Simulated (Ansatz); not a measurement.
**NaAgBr2: a single-point run**

Aim: a sound single-point run of NaAgBr2. The structure is shown as the input types it. The cell is built on a prototype (ordering on rocksalt) and needn't be the phase found in nature.

Method: density functional or hybrid calculation with the settings of its input, plane waves (as first typed), in Ansatz 0.2.0.

## Step 1: The structure to begin with

The structure is trigonal, space group R-3m (No. 166). Conventional cell: a = 4.177 Å, b = 4.177 Å, c = 20.069 Å, α = 90.00°, β = 90.00°, γ = 120.00°. Around Na (site symmetry -3m) lie 6 Br at 2.96 Å. Ag (site symmetry -3m) is surrounded by 6 Br at 2.91 Å. Br (site symmetry 3m) is surrounded by 3 Ag at 2.91 Å and 3 Na at 2.96 Å.

The input asks for a charge of -0.05 e on the cell.

As a file:

```
CELL_PARAMETERS angstrom
2.08836 1.20572 6.68969
-2.08836 1.20572 6.68969
0.00000 -2.41143 6.68969
ATOMIC_POSITIONS crystal
Na 0.00000 0.00000 0.00000
Ag 0.50000 0.50000 0.50000
Br 0.24752 0.24752 0.24752
Br 0.75248 0.75248 0.75248
```

## Step 2: The run

The input, input.yaml:

```yaml
crystal:
  lattice:
    - [2.0883638797, 1.2057174481, 6.6896948059]
    - [-2.0883638797, 1.2057174481, 6.6896948059]
    - [0.0, -2.4114348962, 6.6896948059]
  atoms:
    - { symbol: Na, position: [1.0, 0.0, 0.0] }
    - { symbol: Ag, position: [0.5, 0.5, 0.5] }
    - { symbol: Br, position: [0.2475243086, 0.2475243086, 0.2475243086] }
    - { symbol: Br, position: [0.7524756914, 0.7524756914, 0.7524756914] }
kpoints:
  mp_grid: { grid: [6, 6, 6] }
hamiltonian:
  xc: pbe
scf:
  occupations: { method: fixed }
  n_extra_bands: 5
  max_iter: 73
output:
  forces: true
  stress: true
  eigenvalues: true
total_charge: -0.05
```

Command:

```bash
> ansatz run input.yaml --threads 4 --pin off --max-ram 3686MiB --backend cpu --events-out ev --progress --plain --runs-dir out
```

**Question.** How will this run end, and is anything wrong with its input?

The program refused the input before any cycle. The line that matters: «inconsistent input (total_charge, scf.occupations.method): -0.05 gives a fractional electron count (42.050) which fixed/explicit occupations and the σ = 0 step fill (a smearing width below the step floor) cannot realise ...»

The typed charge leaves an electron count that fixed occupations can't fill in whole bands.

Remedy: remove the charge, or use smearing if the charged cell is meant.
